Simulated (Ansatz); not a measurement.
# GeH₄ (built from SMILES [GeH2].[H][H]): a short trajectory

Aim: follow the atoms for 40 steps of 0.75 fs at constant energy, with velocities drawn for 300 K, and see to which side of the barrier the system falls.

Computed with Ansatz 0.2.0, Gaussian basis. Level: PBE-D4/def2-SVP.

1 further run of the same task is left out (it didn't finish).

### Step 1. The starting structure

The start, a first-order saddle point found at PBE0-D4 in triple zeta: 5 atoms, charge 0, spin multiplicity 1.

Atoms are counted from 1 here; the program's logs count them from 0.

Bond lengths: Ge1–H2 1.703 Å, Ge1–H3 1.730 Å, Ge1–H4 1.703 Å, Ge1–H5 1.588 Å. Angles: H2–Ge1–H3 37.4°, H2–Ge1–H4 74.4°, H2–Ge1–H5 86.6°, H3–Ge1–H4 37.3°, H3–Ge1–H5 82.3°, H4–Ge1–H5 86.6°.

As a file:

```xyz
5
GeH4
Ge   -0.2395   -0.4411    0.8323
H     0.6779   -0.7711   -0.5636
H    -0.0900   -0.0352   -0.8432
H    -1.0137    0.3953   -0.4327
H     0.6652    0.8521    1.0073
```

### Step 2. Dynamics

md/in.yaml reads:

```yaml
crystal:
  periodic: [false, false, false]
  atoms:
    - {symbol: Ge, position_ang: [-0.239526, -0.441133, 0.832285]}
    - {symbol: H, position_ang: [0.677931, -0.771122, -0.563559]}
    - {symbol: H, position_ang: [-0.089994, -0.035154, -0.843244]}
    - {symbol: H, position_ang: [-1.013726, 0.395313, -0.432740]}
    - {symbol: H, position_ang: [0.665215, 0.852096, 1.007258]}
basis:
  gaussian: {orbitals: def2-SVP}
hamiltonian: {xc: pbe, dispersion: d4}
md: {n_steps: 40, timestep: 0.75, temperature: 300, ensemble: nve, seed: 541, initial_velocities: maxwell_boltzmann}
```

Command:

```
> ansatz run in.yaml --threads 2 --pin off --events-out ev --progress --plain --max-ram 4352MiB
```

What does the calculation give? Wanted: temperature at the start; mean temperature, second half; lowest and highest potential energy, from the first frame; largest change of potential + kinetic; bonds lost by distance; bonds made by distance.

**Answer**, as computed:

| quantity | value |
| --- | --- |
| length | 40 steps, 30.0 fs |
| temperature at the start | 300 K |
| mean temperature, second half | 681 K |
| lowest and highest potential energy, from the first frame | -254 and 55 meV |
| largest change of potential + kinetic | 4.6 meV |
| bonds lost by distance | Ge1–H3, Ge1–H4 |
| bonds made by distance | H3–H4 |

**Reading.** With no thermostat the total energy should stay fixed; it holds within 4.6 meV, small beside the kinetic energy, so the time step serves. With 5 atoms the instant temperature spans 161 to 944 K.
